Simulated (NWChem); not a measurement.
# C2H2F4SSi: a chain of runs

Wanted: the energy (singlet C2H2F4SSi, MP2/3-21G), then the energy (singlet F2H2SSi, MP2/3-21G), then a single-point energy (singlet C2F2, MP2/3-21G), then a single-point energy (singlet F2H2SSi, MP2/3-21G), then a single-point energy (singlet C2F2, MP2/3-21G) of C2H2F4SSi and its partners. 

Program for the calculation: NWChem 7.3.0.

## 1. Starting point

C2H2F4SSi: 10 atoms, total charge 0, spin state singlet.

Bond lengths: F1–Si2 1.585 Å, Si2–F3 1.585 Å, Si2–S4 2.104 Å, F7–C8 1.277 Å, C8–C9 1.184 Å, C9–F10 1.277 Å, Si2–H5 1.470 Å, S4–H6 1.346 Å. Angles: F1–Si2–F3 105.3°, F1–Si2–S4 111.3°, F3–Si2–S4 111.3°, F7–C8–C9 180.0°, C8–C9–F10 180.0°, F1–Si2–H5 109.7°, F3–Si2–H5 109.7°, S4–Si2–H5 109.4°, Si2–S4–H6 93.3°.

## 2. A single-point energy at MP2/3-21G (pair key 7504c1f9b4, separation 0.85) (run 1)

struct.nw reads:

```
start struct
memory 2200 mb

geometry units angstrom noautosym nocenter noautoz
F    -0.397130   -1.493050    0.711280
Si    0.406270   -0.298250    0.048780
F     0.484470   -0.652550   -1.494020
S    -0.562130    1.543250    0.363480
H     1.762070   -0.238750    0.613480
H    -1.693530    1.139350   -0.243020
F    -1.675920    0.177980   -3.182600
C    -1.675940    1.376140   -2.739420
C    -1.675930    2.486490   -2.328620
F    -1.675950    3.684650   -1.885440
end

basis spherical bse
* library 3-21G
end

scf
thresh 1e-08
maxiter 80
print low
end

mp2
freeze core 16
tight
end

task mp2 energy
```

The run is started by

```bash
nwchem struct.nw > struct.out
```

The log of the run, cut to the lines that bear on the results:

```text
[...]
  functions       =    84
[...]
  wavefunction    = RHF
[...]
         Total SCF energy =  -1155.025700559020
      One-electron energy =  -2660.878256006897
      Two-electron energy =    974.504329340345
 Nuclear repulsion energy =    531.348226107532
        Time for solution =      4.9s
[...]
          Total MP2 energy         -1155.785769874804
[...]
```

It took 7.2 s on 1 thread of Intel Xeon Platinum 8375C at 2.90GHz (Ice Lake), shared host; peak memory 0.23 GiB.

## 3. F2H2SSi: the energy at MP2/3-21G (pair key 7504c1f9b4, separation 0.85) (run 2)

job.nw reads:

```
start job
memory 2200 mb
charge 0

geometry units atomic noautosym nocenter noautoz
 F  -0.75046694 -2.82145559  1.34412440
 Si  0.76773903 -0.56361082  0.09218084
 F   0.91551562 -1.23314078 -2.82328862
 S  -1.06227175  2.91631984  0.68687765
 H   3.32982971 -0.45117211  1.15930918
 H  -3.20030788  2.15305946 -0.45924124
end

basis spherical bse
 * library 3-21G
end

scf
 thresh 1e-08
 maxiter 80
 print low
end

mp2
 freeze core 12
 tight
end

task mp2 energy
```

The run is started by

```bash
nwchem job.nw > job.out
```

The log of the run, cut to the lines that bear on the results:

```text
[...]
  functions       =    48
[...]
  wavefunction    = RHF
[...]
         Total SCF energy =   -882.058771801825
      One-electron energy =  -1685.506251540392
      Two-electron energy =    572.025966886566
 Nuclear repulsion energy =    231.421512852001
        Time for solution =      1.2s
[...]
          Total MP2 energy          -882.399115996973
[...]
```

Wall time 2 s (1 thread of Intel Xeon Platinum 8375C at 2.90GHz (Ice Lake), shared host); peak memory 0.11 GiB.

## 4. C2F2: the energy at MP2/3-21G (pair key 7504c1f9b4, separation 0.85) (run 3)

mymol.nw reads:

```
start mymol
memory total 2200 mb

geometry units angstroms noautosym nocenter noautoz
  F       -1.675920       0.177980      -3.182600
  C       -1.675940       1.376140      -2.739420
  C       -1.675930       2.486490      -2.328620
  F       -1.675950       3.684650      -1.885440
end

basis spherical bse
  * library 3-21G
end

scf
  thresh 1e-08
  maxiter 80
  noprint "final vectors analysis"
end

mp2
  freeze core 4
  tight
end

task mp2 energy
```

The run is started by

```bash
nwchem mymol.nw > mymol.out
```

The log of the run, cut to the lines that bear on the results:

```text
[...]
  functions       =    36
[...]
  wavefunction    = RHF
[...]
         Total SCF energy =   -272.976298516743
      One-electron energy =   -566.788708062847
      Two-electron energy =    198.301329957527
 Nuclear repulsion energy =     95.511079588578
        Time for solution =      0.3s
[...]
          Total MP2 energy          -273.391491895893
[...]
```

Wall time 0.92 s (1 thread of Intel Xeon Platinum 8375C at 2.90GHz (Ice Lake), shared host); peak memory 0.1 GiB.

## 5. F2H2SSi among ghost functions: a single-point energy at MP2/3-21G (pair key 7504c1f9b4, separation 0.85, with ghost functions) (run 4)

f2h2ssi.nw reads:

```
start f2h2ssi
title "F2H2SSi"
memory 2200 mb

geometry units angstrom noautosym nocenter noautoz
   F     -0.397130    -1.493050     0.711280
   Si     0.406270    -0.298250     0.048780
   F      0.484470    -0.652550    -1.494020
   S     -0.562130     1.543250     0.363480
   H      1.762070    -0.238750     0.613480
   H     -1.693530     1.139350    -0.243020
   bqF     -1.675920     0.177980    -3.182600
   bqC     -1.675940     1.376140    -2.739420
   bqC     -1.675930     2.486490    -2.328620
   bqF     -1.675950     3.684650    -1.885440
end

basis spherical bse
   F library 3-21G
   Si library 3-21G
   S library 3-21G
   H library 3-21G
   bqF library F 3-21G
   bqC library C 3-21G
end

scf
   thresh 1e-08
   maxiter 80
   print low
end

mp2
   freeze core 12
   tight
end

task mp2 energy
```

The run is started by

```bash
nwchem f2h2ssi.nw > f2h2ssi.out
```

The log of the run, cut to the lines that bear on the results:

```text
[...]
  functions       =    84
[...]
  wavefunction    = RHF
[...]
         Total SCF energy =   -882.061572227692
      One-electron energy =  -1685.475829782872
      Two-electron energy =    571.992728170819
 Nuclear repulsion energy =    231.421529384360
        Time for solution =      4.4s
[...]
          Total MP2 energy          -882.402849966489
[...]
```

Run time: 6.3 s. Hardware: 1 thread of Intel Xeon Platinum 8375C at 2.90GHz (Ice Lake), shared host; peak memory 0.2 GiB.

## 6. C2F2 among ghost functions: the energy at MP2/3-21G (pair key 7504c1f9b4, separation 0.85, with ghost functions) (run 5)

job.nw reads:

```
start job
title "C2F2"
memory 2200 mb

geometry units atomic noautosym nocenter noautoz
  F  -3.16702981  0.33633346 -6.01424236
  C  -3.16706760  2.60052771 -5.17675354
  C  -3.16704870  4.69878511 -4.40045405
  F  -3.16708650  6.96297937 -3.56296522
  bqF     -0.750467    -2.821456     1.344124
  bqSi     0.767739    -0.563611     0.092181
  bqF      0.915516    -1.233141    -2.823289
  bqS     -1.062272     2.916320     0.686878
  bqH      3.329830    -0.451172     1.159309
  bqH     -3.200308     2.153059    -0.459241
end

basis spherical bse
  F library 3-21G
  C library 3-21G
  bqF library F 3-21G
  bqSi library Si 3-21G
  bqS library S 3-21G
  bqH library H 3-21G
end

scf
  thresh 1e-08
  maxiter 80
  print low
end

mp2
  freeze core 4
  tight
end

task mp2 energy
```

The run is started by

```bash
nwchem job.nw > job.out
```

The log of the run, cut to the lines that bear on the results:

```text
[...]
  functions       =    84
[...]
  wavefunction    = RHF
[...]
         Total SCF energy =   -272.978733758365
      One-electron energy =   -566.744874537334
      Two-electron energy =    198.255068073030
 Nuclear repulsion energy =     95.511072705940
        Time for solution =      4.1s
[...]
          Total MP2 energy          -273.394764226463
[...]
```

Run time: 6 s. Hardware: 1 thread of Intel Xeon Platinum 8375C at 2.90GHz (Ice Lake), shared host; peak memory 0.2 GiB.

## 7. Summary of results

| quantity | value |
| --- | --- |
| run 1, MP2/3-21G: total energy | -1155.78577 Eh |
| run 1, MP2/3-21G: correlation energy (16 core orbitals frozen) | -760.1 mEh |
| F2H2SSi: total energy | -882.39912 Eh |
| F2H2SSi: correlation energy (12 core orbitals frozen) | -340.3 mEh |
| C2F2: total energy | -273.39149 Eh |
| C2F2: correlation energy (4 core orbitals frozen) | -415.2 mEh |
| F2H2SSi among ghost functions: total energy | -882.40285 Eh |
| F2H2SSi among ghost functions: correlation energy (12 core orbitals frozen) | -341.3 mEh |
| C2F2 among ghost functions: total energy | -273.39476 Eh |
| C2F2 among ghost functions: correlation energy (4 core orbitals frozen) | -416.0 mEh |
| interaction energy of the rigid parts F2H2SSi and C2F2 (parts in their own basis) | 0.132 eV |
| interaction energy of the rigid parts F2H2SSi and C2F2 (parts in the whole basis, counterpoise) | 0.322 eV |

**Reading.** The interaction energy of the rigid parts F2H2SSi and C2F2 (parts in their own basis) is 0.13 eV (3.0 kcal/mol): the parts repel at this shape. The interaction energy of the rigid parts F2H2SSi and C2F2 (parts in the whole basis, counterpoise) is 0.32 eV (31.1 kJ/mol): the parts repel at this shape. The basis-set superposition error is 18.4 kJ/mol.
